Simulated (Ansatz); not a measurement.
# GaGe3 (Pm-3m) in Ansatz: reference runs

Reference runs on GaGe3: the cell as given and a disturbed copy.

All numbers are computed with Ansatz 0.2.0; they aren't measurements. Logs are shortened: lines on timing, memory, paths and dates and some standing lists are left out, and cuts for length are marked.

## 1. Starting point

The structure is cubic, space group Pm-3m (No. 221). Conventional cell: a = 4.278 Å, b = 4.278 Å, c = 4.278 Å, α = 90.00°, β = 90.00°, γ = 90.00°. Ge (site symmetry 4/mmm) has 8 Ge at 3.03 Å and 4 Ga at 3.03 Å as nearest neighbours. Ga (site symmetry m-3m) is surrounded by 12 Ge at 3.03 Å.

The cell comes from a database or a generator and needn't be the stable form of this composition.

## 2. Single point, PBE

Contents of input.yaml:

```yaml
crystal:
  lattice:
    - [4.278466, 0.0, 0.0]
    - [0.0, 4.278466, 0.0]
    - [0.0, 0.0, 4.278466]
  atoms:
    - { symbol: Ge, position: [0.5, 0.5, 0.0] }
    - { symbol: Ge, position: [0.5, 0.0, 0.5] }
    - { symbol: Ge, position: [0.0, 0.5, 0.5] }
    - { symbol: Ga, position: [0.0, 0.0, 0.0] }
hamiltonian:
  xc: pbe
  pseudopotentials: { kind: paw }
kpoints:
  mp_grid: { grid: [6, 6, 6] }
scf:
  occupations: { method: fermi_dirac, width: 0.05 }
output:
  forces: true
  stress: true
  eigenvalues: true
  write_density: true
  write_potential: true
  elf: true
  volumetric_format: npy
```

Potentials or basis: Ansatz PAW.

On the command line:

```console
> ansatz run input.yaml --threads 2 --pin off --max-ram 5120MiB --backend cpu --events-out ev --progress --plain --runs-dir out
```

Log:

```text
Warning: RAYON_NUM_THREADS=2 ignored (pool sized by the plan → 2); use --threads N
Engine: ansatz 0.2.0, aarch64-unknown-linux-gnu
Pseudopotentials: kind: paw
Pseudopotential: Ge, paw, valence charge 14, recommended cutoff 420 eV (normal), Ge.paw.azcp
Pseudopotential: Ga, paw, valence charge 13, recommended cutoff 420 eV (normal), Ga.paw.azcp
Functional definition: PBE
  parameter kappa = 0.804
  parameter beta = 0.06672455060314922
  exchange = pbe_x(kappa = kappa, mu = beta*pi^2/3)
  correlation = pbe_c(beta = beta)
Crystal: 4 atoms, lattice volume = 78.318 Å³
Basis set: ecut = 420 eV, 1551 PW (Γ), exchange–correlation on 60×60×60 points (8 copies of the dense FFT grid, shifted against one another)
Bands: 33, of which v1, the nominal top of the filled ones, is band 28 counted from 1 (27 counted from 0)
Symmetry: 48 space group operations
Space group: Pm-3m (ITA 221), of the structure as read, at distance tolerance 4.3e-5 Å
k-points: 20 of 216
Non-local potential: Ge, projectors of the file, l = 0: 2, l = 1: 2, l = 2: 3, l = 3: 1
Non-local potential: Ga, projectors of the file, l = 0: 2, l = 1: 2, l = 2: 3, l = 3: 1
PAW form: soft (Blöchl's): semilocal exchange-correlation on the pseudo side does not see the compensation charge
PAW one-centre angular grid: Ge, 590 points (default); XC on 64 Gauss nodes
PAW one-centre angular grid: Ga, 590 points (default); XC on 64 Gauss nodes
Initial density: superposition of atomic densities (neutral atoms: chi_scale 0, normalization atom), corrected by the library's trained network
Initial wavefunctions: pseudopotential atomic-orbital guess
Functional: x = pbe(κ = 0.804, μ = 0.2195149727645171), c = pbe(β = 0.06672455060314922)
SCF iter   1: F=—  HF=-16666.925277 eV  |F-HF|=—  |Δ(HF+E_count)|=         —  Δρ=8.70e-4  dr2=8.11e-4  ethr=1.77e-3  ⟨swp⟩=6.4  Hψ=2410  notcnv=0
preconditioner: auto → Kerker (q_TF=auto, 2.572 Å⁻¹)  [metal: Δε(μ)=0.074 eV  Ē_g=20.289 eV  σ=0.050 eV  W_gap=0.35  n_scr=26 (ndim 8)  ℏωp=31.1 eV  f_vac=0.000  D(μ)=2.64/eV (n_scr^D=18)]
SCF iter   2: F=—  HF=-16666.924026 eV  |F-HF|=—  |Δ(HF+E_count)|=   1.25e-3  Δρ=7.03e-4  dr2=4.12e-4  ethr=1.48e-6  ⟨swp⟩=2.0  Hψ=1304  notcnv=0
SCF iter   3: F=—  HF=-16666.923992 eV  |F-HF|=—  |Δ(HF+E_count)|=   3.42e-5  Δρ=3.76e-4  dr2=2.03e-4  ethr=7.49e-7  ⟨swp⟩=2.4  Hψ=941  notcnv=0
SCF iter   4: F=—  HF=-16666.923968 eV  |F-HF|=—  |Δ(HF+E_count)|=   2.36e-5  Δρ=1.84e-4  dr2=1.50e-5  ethr=3.70e-7  ⟨swp⟩=2.0  Hψ=801  notcnv=0
SCF iter   5: F=—  HF=-16666.924073 eV  |F-HF|=—  |Δ(HF+E_count)|=   1.05e-4  Δρ=1.03e-4  dr2=4.15e-6  ethr=2.73e-8  ⟨swp⟩=2.0  Hψ=1139  notcnv=0
SCF iter   6: F=—  HF=-16666.924074 eV  |F-HF|=—  |Δ(HF+E_count)|=   8.14e-7  Δρ=3.83e-5  dr2=5.66e-7  ethr=7.54e-9  ⟨swp⟩=2.0  Hψ=1204  notcnv=0
SCF iter   7: F=—  HF=-16666.924073 eV  |F-HF|=—  |Δ(HF+E_count)|=   6.60e-7  Δρ=1.57e-5  dr2=9.96e-8  ethr=1.82e-10  ⟨swp⟩=6.8  Hψ=4102  notcnv=0
SCF iter   8: F=-16666.924073 eV  HF=-16666.924073 eV  |F-HF|=2.05e-8  |Δ(HF+E_count)|=   8.31e-8  Δρ=4.26e-6  dr2=7.52e-9  ethr=1.81e-10  ⟨swp⟩=7.1  Hψ=3550  notcnv=0
SCF 1 converged in 8 iterations: F = -16666.924073 eV  dr2 = 7.52e-9
SCF converged after 8 iterations
Free energy (F): -16666.924073 eV
Harris-Foulkes:  -16666.924073 eV  (|F-HF|=2.05e-8)
Internal energy: -16666.901273 eV  (E = F + TS)
E sigma→0 (E₀):  -16666.912673 eV
Entropy (-TS):   -0.022800 eV (-5.700 meV/atom)
Fermi energy:    10.269778 eV
--- Per-component energies (eV) ---
  E_band       = -400.938397
  E_kinetic    = 443.515255
  E_local      = -8282.747591  (includes V_loc(G=0)·N_el)
  E_nonlocal   = 1665.842312
  E_hartree    = 3672.054282
  E_xc         = -295.652659
  E_vxc        = -250.837055  (∫ρ·V_xc dr)
  E_paw        = -8032.275637  (= ΣΔE_a)
  E_vpaw       = -1320.828872  (= ΣTr[D̂ρ^β])
  E_aug_tail   = 0.000570  (compensation charges beyond the density's cutoff)
  E_ewald      = -5837.637805
  E_smearing   = -0.022800  (= −TS)
  E_closure    = 0.000000  (closes the sum)
  Σ components = -16666.924073   (vs F -16666.924073, Δ=0.00e0)
--- Forces (eV/Å), atoms counted from 1 ---
  atom   1  Ge     0.00000000     0.00000000     0.00000000
  atom   2  Ge    -0.00000000    -0.00000000    -0.00000000
  atom   3  Ge     0.00000000     0.00000000    -0.00000000
  atom   4  Ga    -0.00000000     0.00000000    -0.00000000
  max |Σ_I F_I| component: 3.30e-29 eV/Å
--- Stress (GPa, compression-positive) ---
       -0.050771       0.000000       0.000000
        0.000000      -0.050771       0.000000
        0.000000       0.000000      -0.050771
  P = ⅓ Tr σ = -0.0508 GPa (-0.508 kbar)
--- Band table (eV; the first three rows and the last of 20) ---
  k-point 0: bands = ["-14.5236", "-14.5236", "-14.5236", "-14.5136", "-14.4800", "-14.4800", "-14.4500", "-14.4500", "-14.4500", "-14.4324", "-14.4324", "-14.4074", "-14.3959", "-14.3959", "-14.3959", "-4.4715", "-4.4715", "-4.4555", "-4.4555", "-4.4555", "-2.2267", "4.6943", "4.6943", "6.4873", "6.4873", "6.4873", "6.9388", "12.8648", "12.8648", "12.8648", "13.7994", "13.7994", "13.7994"]
  k-point 1: bands = ["-14.5224", "-14.5157", "-14.5157", "-14.5085", "-14.4794", "-14.4755", "-14.4511", "-14.4502", "-14.4502", "-14.4366", "-14.4323", "-14.4113", "-14.4044", "-14.4044", "-14.3959", "-4.4706", "-4.4679", "-4.4583", "-4.4583", "-4.4554", "-2.0059", "3.2662", "4.7896", "6.3811", "6.7288", "6.7288", "8.9587", "11.9512", "12.0066", "12.0066", "12.6439", "13.6596", "13.6596"]
  k-point 2: bands = ["-14.5200", "-14.4959", "-14.4940", "-14.4940", "-14.4778", "-14.4641", "-14.4534", "-14.4511", "-14.4511", "-14.4478", "-14.4321", "-14.4267", "-14.4267", "-14.4214", "-14.3958", "-4.4689", "-4.4638", "-4.4638", "-4.4611", "-4.4553", "-1.3516", "1.3977", "5.0054", "6.7027", "7.4379", "7.4379", "10.2498", "10.2498", "10.7318", "11.0551", "11.9478", "14.2406", "14.2406"]
  k-point 19: bands = ["-14.4926", "-14.4926", "-14.4926", "-14.4901", "-14.4879", "-14.4879", "-14.4879", "-14.4402", "-14.4402", "-14.4402", "-14.4397", "-14.4397", "-14.4054", "-14.4054", "-14.4054", "-4.4828", "-4.4828", "-4.4828", "-4.4425", "-4.4425", "2.4948", "2.4948", "2.4948", "4.9011", "5.0554", "5.3823", "5.3823", "5.3823", "16.8700", "16.8700", "16.9335", "16.9335", "16.9335"]
```

It took 2.8 s on 2 threads of Arm Neoverse V1, shared host; peak memory 0.37 GiB.

Results:

| Property | Result |
| --- | --- |
| Free energy | -16666.9241 eV |
| Pressure | -0.1 GPa |
| Band gap on the k mesh | none (metal or under the smearing width) |

## 3. Single point, PBE (atoms moved at random, drawn with an rms of 0.05 Å)

Changes to input.yaml since step 2:

```diff
@@ -6,6 +6,6 @@
   atoms:
-    - { symbol: Ge, position: [0.5, 0.5, 0.0] }
-    - { symbol: Ge, position: [0.5, 0.0, 0.5] }
-    - { symbol: Ge, position: [0.0, 0.5, 0.5] }
-    - { symbol: Ga, position: [0.0, 0.0, 0.0] }
+    - { symbol: Ge, position: [0.500601, 0.499368, -0.007984] }
+    - { symbol: Ge, position: [0.515089, -0.006883, 0.494661] }
+    - { symbol: Ge, position: [0.012448, 0.492653, 0.499967] }
+    - { symbol: Ga, position: [0.003679, 0.006519, 0.005903] }
 hamiltonian:
```

Potentials or basis: Ansatz PAW.

On the command line:

```console
> ansatz run input.yaml --threads 2 --pin off --max-ram 5120MiB --backend cpu --events-out ev --progress --plain --runs-dir out
```

Log:

```text
Warning: RAYON_NUM_THREADS=2 ignored (pool sized by the plan → 2); use --threads N
Engine: ansatz 0.2.0, aarch64-unknown-linux-gnu
Pseudopotentials: kind: paw
Pseudopotential: Ge, paw, valence charge 14, recommended cutoff 420 eV (normal), Ge.paw.azcp
Pseudopotential: Ga, paw, valence charge 13, recommended cutoff 420 eV (normal), Ga.paw.azcp
Functional definition: PBE
  parameter kappa = 0.804
  parameter beta = 0.06672455060314922
  exchange = pbe_x(kappa = kappa, mu = beta*pi^2/3)
  correlation = pbe_c(beta = beta)
Crystal: 4 atoms, lattice volume = 78.318 Å³
Basis set: ecut = 420 eV, 1551 PW (Γ), exchange–correlation on 60×60×60 points (8 copies of the dense FFT grid, shifted against one another)
Bands: 33, of which v1, the nominal top of the filled ones, is band 28 counted from 1 (27 counted from 0)
Symmetry: 1 space group operations
Space group: P1 (ITA 1), of the structure as read, at distance tolerance 4.3e-5 Å
k-points: 112 of 216 (time reversal used)
Non-local potential: Ge, projectors of the file, l = 0: 2, l = 1: 2, l = 2: 3, l = 3: 1
Non-local potential: Ga, projectors of the file, l = 0: 2, l = 1: 2, l = 2: 3, l = 3: 1
PAW form: soft (Blöchl's): semilocal exchange-correlation on the pseudo side does not see the compensation charge
PAW one-centre angular grid: Ge, 590 points (default); XC on 64 Gauss nodes
PAW one-centre angular grid: Ga, 590 points (default); XC on 64 Gauss nodes
Initial density: superposition of atomic densities (neutral atoms: chi_scale 0, normalization atom), corrected by the library's trained network
Initial wavefunctions: pseudopotential atomic-orbital guess
Functional: x = pbe(κ = 0.804, μ = 0.2195149727645171), c = pbe(β = 0.06672455060314922)
SCF iter   1: F=—  HF=-16666.925810 eV  |F-HF|=—  |Δ(HF+E_count)|=         —  Δρ=8.71e-4  dr2=8.32e-4  ethr=1.77e-3  ⟨swp⟩=6.4  Hψ=13789  notcnv=0
preconditioner: auto → Kerker (q_TF=auto, 2.572 Å⁻¹)  [metal: Δε(μ)=0.027 eV  Ē_g=20.291 eV  σ=0.050 eV  W_gap=0.13  n_scr=26 (ndim 8)  ℏωp=31.1 eV  f_vac=0.000  D(μ)=2.73/eV (n_scr^D=18)]
SCF iter   2: F=—  HF=-16666.924553 eV  |F-HF|=—  |Δ(HF+E_count)|=   1.26e-3  Δρ=7.00e-4  dr2=4.19e-4  ethr=1.51e-6  ⟨swp⟩=2.0  Hψ=7088  notcnv=0
SCF iter   3: F=—  HF=-16666.924521 eV  |F-HF|=—  |Δ(HF+E_count)|=   3.20e-5  Δρ=3.73e-4  dr2=2.03e-4  ethr=7.62e-7  ⟨swp⟩=2.8  Hψ=6620  notcnv=0
SCF iter   4: F=—  HF=-16666.924498 eV  |F-HF|=—  |Δ(HF+E_count)|=   2.35e-5  Δρ=1.84e-4  dr2=1.48e-5  ethr=3.69e-7  ⟨swp⟩=2.0  Hψ=4471  notcnv=0
SCF iter   5: F=—  HF=-16666.924518 eV  |F-HF|=—  |Δ(HF+E_count)|=   1.96e-5  Δρ=1.02e-4  dr2=4.14e-6  ethr=2.68e-8  ⟨swp⟩=2.0  Hψ=6359  notcnv=0
SCF iter   6: F=—  HF=-16666.924518 eV  |F-HF|=—  |Δ(HF+E_count)|=   8.14e-7  Δρ=3.76e-5  dr2=5.51e-7  ethr=7.52e-9  ⟨swp⟩=2.0  Hψ=6751  notcnv=0
SCF iter   7: F=—  HF=-16666.924518 eV  |F-HF|=—  |Δ(HF+E_count)|=   6.52e-7  Δρ=1.56e-5  dr2=9.71e-8  ethr=1.82e-10  ⟨swp⟩=6.3  Hψ=22719  notcnv=0
SCF iter   8: F=-16666.924518 eV  HF=-16666.924518 eV  |F-HF|=2.28e-8  |Δ(HF+E_count)|=   8.09e-8  Δρ=4.46e-6  dr2=8.24e-9  ethr=1.77e-10  ⟨swp⟩=7.2  Hψ=20658  notcnv=0
SCF 1 converged in 8 iterations: F = -16666.924518 eV  dr2 = 8.24e-9
SCF converged after 8 iterations
Free energy (F): -16666.924518 eV
Harris-Foulkes:  -16666.924518 eV  (|F-HF|=2.28e-8)
Internal energy: -16666.901231 eV  (E = F + TS)
E sigma→0 (E₀):  -16666.912874 eV
Entropy (-TS):   -0.023287 eV (-5.822 meV/atom)
Fermi energy:    10.262012 eV
--- Per-component energies (eV) ---
  E_band       = -401.041227
  E_kinetic    = 443.540828
  E_local      = -8284.938120  (includes V_loc(G=0)·N_el)
  E_nonlocal   = 1665.901502
  E_hartree    = 3673.120205
  E_xc         = -295.652397
  E_vxc        = -250.841210  (∫ρ·V_xc dr)
  E_paw        = -8032.345399  (= ΣΔE_a)
  E_vpaw       = -1320.954043  (= ΣTr[D̂ρ^β])
  E_aug_tail   = 0.000674  (compensation charges beyond the density's cutoff)
  E_ewald      = -5836.528524
  E_smearing   = -0.023287  (= −TS)
  E_closure    = 0.000000  (closes the sum)
  Σ components = -16666.924518   (vs F -16666.924518, Δ=0.00e0)
--- Forces (eV/Å), atoms counted from 1 ---
  atom   1  Ge    -0.06867877     0.08085774    -0.03095198
  atom   2  Ge     0.03913808    -0.04063825     0.01797017
  atom   3  Ge     0.01621405     0.02922680     0.05842356
  atom   4  Ga     0.01332653    -0.06944551    -0.04544136
  max |Σ_I F_I| component: 7.74e-7 eV/Å
--- Stress (GPa, compression-positive) ---
       -0.043537       0.021012      -0.028436
        0.021012      -0.103837       0.013315
       -0.028436       0.013315      -0.005321
  P = ⅓ Tr σ = -0.0509 GPa (-0.509 kbar)
--- Band table (eV; the first three rows and the last of 112) ---
  k-point 0: bands = ["-14.5264", "-14.5248", "-14.5239", "-14.5151", "-14.4830", "-14.4800", "-14.4536", "-14.4519", "-14.4487", "-14.4356", "-14.4318", "-14.4087", "-14.3990", "-14.3971", "-14.3951", "-4.4742", "-4.4740", "-4.4584", "-4.4581", "-4.4580", "-2.2299", "4.6747", "4.6926", "6.4394", "6.4910", "6.5014", "6.9897", "12.8526", "12.8654", "12.8675", "13.7837", "13.7989", "13.8053"]
  k-point 1: bands = ["-14.5255", "-14.5169", "-14.5162", "-14.5099", "-14.4822", "-14.4755", "-14.4538", "-14.4524", "-14.4493", "-14.4366", "-14.4348", "-14.4127", "-14.4056", "-14.4035", "-14.3990", "-4.4733", "-4.4705", "-4.4610", "-4.4608", "-4.4581", "-2.0091", "3.2621", "4.7792", "6.3378", "6.7370", "6.7729", "8.9630", "11.8337", "11.9806", "12.1172", "12.6709", "13.6596", "13.6688"]
  k-point 2: bands = ["-14.5232", "-14.4986", "-14.4954", "-14.4945", "-14.4804", "-14.4639", "-14.4546", "-14.4537", "-14.4506", "-14.4469", "-14.4351", "-14.4279", "-14.4264", "-14.4222", "-14.3990", "-4.4716", "-4.4666", "-4.4664", "-4.4634", "-4.4579", "-1.3551", "1.3949", "4.9993", "6.6875", "7.4399", "7.4523", "10.1927", "10.2273", "10.7859", "11.0813", "11.9516", "14.2391", "14.2442"]
  k-point 111: bands = ["-14.4944", "-14.4943", "-14.4941", "-14.4916", "-14.4898", "-14.4892", "-14.4884", "-14.4433", "-14.4427", "-14.4419", "-14.4394", "-14.4393", "-14.4071", "-14.4068", "-14.4058", "-4.4856", "-4.4854", "-4.4852", "-4.4452", "-4.4449", "2.4800", "2.4906", "2.4951", "4.9048", "4.9858", "5.3835", "5.3858", "5.4529", "16.8637", "16.8754", "16.9283", "16.9351", "16.9391"]
```

rho_z.tsv:

```text
# z_ang	rho[e/angstrom^3]
# format = ansatz-planar-average/11
# lattice	4.278466000	0.000000000	0.000000000
# lattice	0.000000000	4.278466000	0.000000000
# lattice	0.000000000	0.000000000	4.278466000
# sites	4
# site	32	2.141804358	2.136529009	-0.034159273
# site	32	2.203790773	-0.029448681	2.116390270
# site	32	0.053258345	2.107799110	2.139091811
# site	31	0.015740476	0.027891320	0.025255785
0.000000	1.980006e0
0.142616	1.629969e0
0.285231	9.955040e-1
0.427847	5.417069e-1
0.570462	3.302983e-1
0.713078	2.428037e-1
[... 22 lines left out ...]
3.993235	1.038086e0
4.135850	1.674749e0
```

Run time: 21 s. Hardware: 2 threads of Arm Neoverse V1, shared host; peak memory 0.48 GiB.

What came out:

| Property | Result |
| --- | --- |
| Free energy | -16666.9245 eV |
| Pressure | -0.1 GPa |
| Largest force | 0.111 eV/Å |
| Band gap on the k mesh | none (metal or under the smearing width) |

Forces in eV/Å, atoms in the order of the input:
```
Ge  -0.069  0.081 -0.031
Ge   0.039 -0.041  0.018
Ge   0.016  0.029  0.058
Ga   0.013 -0.069 -0.045
```

Levels at points of the mesh, in eV from the Fermi level:
```tsv
k point	band 25	band 26	band 27	band 28	band 29	band 30	band 31	band 32
(0.00, 0.00, 0.00)	-3.77	-3.76	-3.27	2.59	2.60	2.61	3.52	3.54
(0.00, 0.00, -0.50)	-1.94	-1.92	-1.34	-1.31	0.00	0.24	4.37	4.47
(0.00, -0.50, 0.00)	-1.93	-1.92	-1.33	-1.31	-0.03	0.22	4.38	4.53
(0.00, -0.50, -0.50)	-0.74	-0.20	-0.18	0.02	0.23	0.28	0.68	1.61
(-0.50, 0.00, 0.00)	-1.92	-1.92	-1.33	-1.32	-0.02	0.23	4.38	4.52
(-0.50, 0.00, -0.50)	-0.74	-0.18	-0.17	0.04	0.24	0.25	0.67	1.61
(-0.50, -0.50, 0.00)	-0.74	-0.18	-0.17	-0.03	0.24	0.30	0.67	1.63
(-0.50, -0.50, -0.50)	-5.28	-4.88	-4.88	-4.81	6.60	6.61	6.67	6.67
```
